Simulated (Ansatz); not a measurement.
# C3H12BNSi: the cost of one run

Program: Ansatz 0.2.0. Level of theory: RKS BHLYP/6-31G. These are calculated values, not measurements.

### 1 The starting structure

Bond lengths (14 of 17 bonds, heavy atoms first): B1–C2 1.595 Å, C2–C3 1.518 Å, C2–Si4 1.941 Å, C2–N5 1.476 Å, N5–C6 1.488 Å, B1–H7 1.206 Å, B1–H8 1.129 Å, C3–H9 1.124 Å, C3–H10 1.148 Å, C3–H11 1.122 Å, Si4–H12 1.457 Å, Si4–H13 1.385 Å, Si4–H14 1.489 Å, N5–H15 1.029 Å. Angles (14 of 30 angles, heavy atoms first): B1–C2–C3 108.7°, B1–C2–Si4 107.0°, B1–C2–N5 114.4°, C3–C2–Si4 107.4°, C3–C2–N5 112.1°, Si4–C2–N5 106.9°, C2–N5–C6 114.6°, C2–B1–H7 117.4°, C2–B1–H8 122.1°, C2–C3–H9 115.1°, C2–C3–H10 111.5°, C2–C3–H11 112.7°, C2–Si4–H12 107.5°, C2–Si4–H13 108.4°.

Coordinates:

```xyz
18

B    -0.9837   -1.2508   -0.6087
C     0.1497   -0.2227   -0.1572
C     0.6837   -0.6518    1.1974
Si    1.6039   -0.3869   -1.4327
N    -0.2706    1.1922   -0.1665
C    -1.2642    1.5509    0.8816
H    -1.5455   -1.0340   -1.6540
H    -1.3600   -2.0661    0.0750
H    -0.0804   -0.6854    2.0217
H     1.4926    0.0679    1.5783
H     1.1671   -1.6636    1.1722
H     2.0072   -1.7865   -1.4593
H     2.6066    0.4979   -1.0707
H     1.0060    0.0099   -2.7376
H    -0.6892    1.4275   -1.0761
H    -1.6432    2.5952    0.7202
H    -0.7802    1.5643    1.8862
H    -2.1374    0.8534    0.8822
```

### 2 Relaxing end A

Input file input.yaml:

```yaml
crystal:
  periodic: [false, false, false]
  atoms:
    - { symbol: B, position_ang: [-0.9837, -1.2508, -0.6087] }
    - { symbol: C, position_ang: [0.1497, -0.2227, -0.1572] }
    - { symbol: C, position_ang: [0.6837, -0.6518, 1.1974] }
    - { symbol: Si, position_ang: [1.6039, -0.3869, -1.4327] }
    - { symbol: "N", position_ang: [-0.2706, 1.1922, -0.1665] }
    - { symbol: C, position_ang: [-1.2642, 1.5509, 0.8816] }
    - { symbol: H, position_ang: [-1.5455, -1.034, -1.654] }
    - { symbol: H, position_ang: [-1.36, -2.0661, 0.075] }
    - { symbol: H, position_ang: [-0.0804, -0.6854, 2.0217] }
    - { symbol: H, position_ang: [1.4926, 0.0679, 1.5783] }
    - { symbol: H, position_ang: [1.1671, -1.6636, 1.1722] }
    - { symbol: H, position_ang: [2.0072, -1.7865, -1.4593] }
    - { symbol: H, position_ang: [2.6066, 0.4979, -1.0707] }
    - { symbol: H, position_ang: [1.006, 0.0099, -2.7376] }
    - { symbol: H, position_ang: [-0.6892, 1.4275, -1.0761] }
    - { symbol: H, position_ang: [-1.6432, 2.5952, 0.7202] }
    - { symbol: H, position_ang: [-0.7802, 1.5643, 1.8862] }
    - { symbol: H, position_ang: [-2.1374, 0.8534, 0.8822] }
basis:
  gaussian: { orbitals: "6-31G" }
hamiltonian:
  xc: { name: BHLYP }
relax:
  f_tol: 0.015
  max_steps: 40
```

On the command line:

```sh
ansatz run input.yaml --threads 1 --pin off --max-ram 2048MiB --backend cpu --events-out ev --progress --plain --runs-dir out
```

What time and memory should one allow on 1 thread of Arm Neoverse V2, shared host?

About 93 s, with a peak of 0.21 GiB.
